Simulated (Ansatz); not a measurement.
BrClHSn, SMILES [Cl][SnH][Br], a ladder of basis sets

With Ansatz 0.2.0, Python API.

Run as a notebook:

**Cell 1**
```python
import warnings

import ansatz as az
```

**Cell 2**
```python
warnings.simplefilter("ignore", az.DeckWarning)
```

**Cell 3**
```python
geometry_ang = [
    ("Cl", [-2.1345, 0.1333, -0.1146]),
    ("Sn", [0.1224, 0.0215, -0.5641]),
    ("Br", [1.1012, -1.7814, 0.8597]),
    ("H", [0.9665, 1.5663, -0.2013]),
]
mol = az.Crystal.molecule()
for symbol, xyz in geometry_ang:
    mol = mol.atom(symbol, xyz)

calculation = mol.calculation().functional("b3lyp").spin("collinear", total=1)
```

**Cell 4**
```python
energies = {}
for basis in ["def2-SVP", "def2-SVPD", "def2-TZVP", "def2-TZVPP"]:
    data = calculation.basis(gaussian=basis).run(threads=1).report
    size = data["n_frozen"] + data["n_occupied"][0] + data["n_virtual"][0]
    energies[basis] = (data["reference_energy_ev"] / 27.211386246, data["free_energy_ev"] / 27.211386246)
    print(f"{basis:14s} {size:4d} orbitals  reference {energies[basis][0]:14.6f} Ha  total {energies[basis][1]:14.6f} Ha")

last = energies["def2-TZVPP"][1]
for basis, (_, total) in energies.items():
    print(f"{basis:14s} lies {27.211386 * (total - last):9.4f} eV above def2-TZVPP")
```
Output:
```text
def2-SVP         81 orbitals  reference   -3248.964537 Ha  total   -3248.964537 Ha
def2-SVPD       108 orbitals  reference   -3248.978209 Ha  total   -3248.978209 Ha
def2-TZVP       141 orbitals  reference   -3249.451525 Ha  total   -3249.451525 Ha
def2-TZVPP      154 orbitals  reference   -3249.451661 Ha  total   -3249.451661 Ha
def2-SVP       lies   13.2553 eV above def2-TZVPP
def2-SVPD      lies   12.8833 eV above def2-TZVPP
def2-TZVP      lies    0.0037 eV above def2-TZVPP
def2-TZVPP     lies    0.0000 eV above def2-TZVPP
```

Against def2-SVP: def2-SVPD -13.7 mHa, def2-TZVP -487.0 mHa and def2-TZVPP -487.1 mHa. The last step alone is -0.14 mHa (these two sets differ little on atoms other than hydrogen). From the first set to the last the time grows from 6.1 to 13.5 s.

The drop along the ladder measures the basis error, and is no property of the molecule. The geometry is a force-field or estimated start, not a minimum of this method, and the last set is no limit. Much of the fall in a total is atomic energy, which cancels in bond and reaction energies. def2 sets replace the cores of elements past krypton by effective core potentials. The run takes the species as open-shell (spin multiplicity 2), which needn't be its ground state. b3lyp holds the VWN-RPA fit, as in Gaussian; the form of ORCA and Turbomole is b3lyp5. Timing: 45 s on 1 thread of Arm Neoverse V1, with other jobs on the host, peak memory 0.55 GiB.
